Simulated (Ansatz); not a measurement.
**Si2W: energy and pressure over a range of volumes**

An exercise on one series of results from a longer session: the logs are not shown, and one member is left open.

Method: DFT PBEsol, scalar-relativistic, in Ansatz 0.2.0.

3 further runs of the same task are left out: 3 that didn't finish. Runs told in other sessions of the task aren't counted.

## Starting point

Symmetry: I4/mmm, No. 139, tetragonal system. Conventional cell: a = 3.212 Å, b = 3.212 Å, c = 7.880 Å, α = 90.00°, β = 90.00°, γ = 90.00°. Si (site symmetry 4mm) is surrounded by 5 Si at 2.62 to 2.63 Å and 5 W at 2.62 Å. W (site symmetry 4/mmm) has 10 Si at 2.62 Å in its first shell of neighbours.

Coordinates:

```cif
data_structure
_symmetry_space_group_name_H-M 'P 1'
_symmetry_Int_Tables_number 1
_cell_length_a 4.5478
_cell_length_b 4.5478
_cell_length_c 4.5478
_cell_angle_alpha 138.641
_cell_angle_beta 138.641
_cell_angle_gamma 59.923
_cell_volume 40.65
loop_
_atom_site_label
_atom_site_type_symbol
_atom_site_fract_x
_atom_site_fract_y
_atom_site_fract_z
_atom_site_occupancy
Si1 Si 0.33300 0.33300 0.00000 1
Si2 Si 0.66700 0.66700 0.00000 1
W1 W 0.00000 0.00000 0.00000 1
```

Atoms are numbered in the order of the input: Si1, Si2, W3.

The first run:

input.yaml

```yaml
crystal:
  lattice:
    - [-1.5842946366, 1.5842946366, 3.8867502291]
    - [1.5842946366, -1.5842946366, 3.8867502291]
    - [1.5842946366, 1.5842946366, -3.8867502291]
  atoms:
    - { symbol: Si, position: [0.333, 0.333, 0.0] }
    - { symbol: Si, position: [0.667, 0.667, 0.0] }
    - { symbol: W, position: [0.0, 0.0, 0.0] }
kpoints:
  mp_grid: { grid: [18, 18, 18] }
  band_path:
    path:
      - [0.0, 0.0, 0.0]
      - [0.0, 0.0, 0.5]
      - [0.25, 0.25, 0.25]
      - [0.0, 0.5, 0.0]
      - [0.0, 0.0, 0.0]
      - [0.5, 0.5, -0.5]
      - [0.2915373367, 0.7084626633, -0.2915373367]
      - [-0.2915373367, 0.2915373367, 0.2915373367]
      - [0.0, 0.0, 0.0]
    npoints: 5
scf:
  occupations: { method: fermi_dirac, width: 0.03 }
hamiltonian:
  xc: pbesol
  pseudopotentials: { kind: all_electron, lapw: { basis_error: 0.0005 } }
output:
  forces: true
  stress: true
  eigenvalues: true
```

Launch:

```bash
$ ansatz run input.yaml --threads 1 --pin off --max-ram 4096MiB --backend cpu --events-out ev --progress --plain --runs-dir out
```

Among the steps run: Volume × 0.96, LAPW; Volume × 0.96, PAW; Volume × 0.99, LAPW; Volume × 0.99, PAW; Volume × 0.99, crystal datasets; Volume × 1.02, LAPW; Volume × 1.02, PAW; Volume × 1.02, crystal datasets; Volume × 1.06, LAPW; Volume × 1.06, PAW; Volume × 1.06, crystal datasets.

One of the session's tables, all rows but one given; the rest of the session is left out.

| method | volume (Å³/atom) | largest force (eV/Å) |
| --- | --- | --- |
| LAPW | 13.008 | 0.196 |
| LAPW | 13.414 | 0.260 |
| LAPW | 13.821 | 0.317 |
| LAPW | 14.363 | 0.383 |
| PAW | 13.008 | 0.193 |
| PAW | 13.414 | 0.258 |
| PAW | 13.821 | 0.315 |
| PAW | 14.363 | ? |
| crystal datasets | 13.414 | 0.260 |
| crystal datasets | 13.821 | 0.317 |
| crystal datasets | 14.363 | 0.383 |

Q: Estimate the row for PAW, 14.363 from the others.

The run gave: largest force (eV/Å): 0.382. In the column «largest force (eV/Å)» it lies between crystal datasets, 13.821 (0.317) and LAPW, 14.363 (0.383).

To keep in mind: Warnings in the runs' records: gradients without spin orbit, crystal datasets made.
